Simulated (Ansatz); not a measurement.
**C3H12BOP: how energies converge with the basis set**

One table from this session's results is given with a row withheld; the runs are named, their logs left out.

The runs use Ansatz 0.2.0, Gaussian basis; one geometry, several basis sets.

The runs, in order: PBE0-D4/def2-SVP; ωB97M-V/def2-SVP; PBE0-D4/def2-QZVPP; ωB97M-V/def2-QZVPP; the functionals' def2-TZVPP values are taken from earlier runs.

1 further run of the same task is left out (it didn't finish). Runs told in other sessions of the task aren't counted.

### The relaxed structure

All runs share one geometry, relaxed beforehand with PBE0-D4 in a triple-zeta def2 set.

18 atoms, charge 0, spin multiplicity 1.

Atoms are counted from 1 here; the program's logs count them from 0.

Bond lengths: C1–O2 1.410 Å, C1–H7 1.094 Å, C1–H8 1.091 Å, C1–H9 1.094 Å, O2–B3 1.363 Å, B3–C4 1.574 Å, B3–C5 1.569 Å, C4–H10 1.091 Å, C4–H11 1.096 Å, C4–H12 1.096 Å, C5–H13 1.091 Å, C5–H14 1.096 Å, C5–H15 1.096 Å, P6–H16 1.418 Å, P6–H17 1.420 Å, P6–H18 1.418 Å. Angles: O2–C1–H7 111.5°, O2–C1–H8 107.8°, O2–C1–H9 111.2°, H7–C1–H8 108.8°, H7–C1–H9 108.6°, H8–C1–H9 108.8°, C1–O2–B3 122.0°, O2–B3–C4 121.1°, O2–B3–C5 116.2°, C4–B3–C5 122.7°, B3–C4–H10 112.8°, B3–C4–H11 110.3°, B3–C4–H12 111.8°, H10–C4–H11 107.7°, H10–C4–H12 107.9°, H11–C4–H12 106.0°, B3–C5–H13 113.4°, B3–C5–H14 110.0° and more.

Set-up of the first run:

File in.yaml:

```yaml
crystal:
  periodic: [false, false, false]
  atoms:
    - {symbol: C, position_ang: [0.221439, -1.865042, -0.870824]}
    - {symbol: O, position_ang: [-0.404392, -0.601909, -0.906883]}
    - {symbol: B, position_ang: [0.286225, 0.553040, -0.687569]}
    - {symbol: C, position_ang: [1.833533, 0.533660, -0.397431]}
    - {symbol: C, position_ang: [-0.547560, 1.880927, -0.748320]}
    - {symbol: P, position_ang: [-1.189993, -0.471963, 2.318181]}
    - {symbol: H, position_ang: [1.025198, -1.935825, -1.609227]}
    - {symbol: H, position_ang: [-0.533098, -2.618159, -1.100546]}
    - {symbol: H, position_ang: [0.637298, -2.072092, 0.120040]}
    - {symbol: H, position_ang: [2.256185, 1.533511, -0.288836]}
    - {symbol: H, position_ang: [2.039505, -0.017282, 0.527721]}
    - {symbol: H, position_ang: [2.389678, 0.016274, -1.187194]}
    - {symbol: H, position_ang: [-1.613137, 1.716057, -0.917245]}
    - {symbol: H, position_ang: [-0.167142, 2.527270, -1.547882]}
    - {symbol: H, position_ang: [-0.421645, 2.455352, 0.176022]}
    - {symbol: H, position_ang: [-2.097854, 0.489238, 1.806821]}
    - {symbol: H, position_ang: [-1.836606, -0.544187, 3.580806]}
    - {symbol: H, position_ang: [-1.915332, -1.567471, 1.784269]}
basis:
  gaussian: {orbitals: def2-SVP}
hamiltonian: {xc: pbe0, dispersion: d4}
output: {orbitals: {seedname: orbitals}}
```

Started as:

```sh
$ ansatz run in.yaml --threads 4 --pin off --events-out ev --progress --plain --max-ram 11315MiB
```

Among the steps run: PBE0-D4 in def2-SVP; ωB97M-V in def2-SVP; PBE0-D4 in def2-QZVPP; ωB97M-V in def2-QZVPP.

One table of the session follows, with a row left open; its other results are not shown here.

It belongs to the step «Functionals by basis». 

```
functional       basis  HOMO (eV)  LUMO (eV)
   PBE0-D4    def2-SVP      -7.67       0.72
   PBE0-D4  def2-TZVPP      -7.78       0.52
   PBE0-D4  def2-QZVPP      -7.79       0.37
   ωB97M-V    def2-SVP      -9.87       2.76
   ωB97M-V  def2-TZVPP          ?          ?
   ωB97M-V  def2-QZVPP     -10.02       1.54
```

Estimate the missing values for ωB97M-V, def2-TZVPP.

The run gave: HOMO (eV): -10.00; LUMO (eV): 2.06. In the column «HOMO (eV)» it lies between ωB97M-V, def2-QZVPP (-10.02) and ωB97M-V, def2-SVP (-9.87).
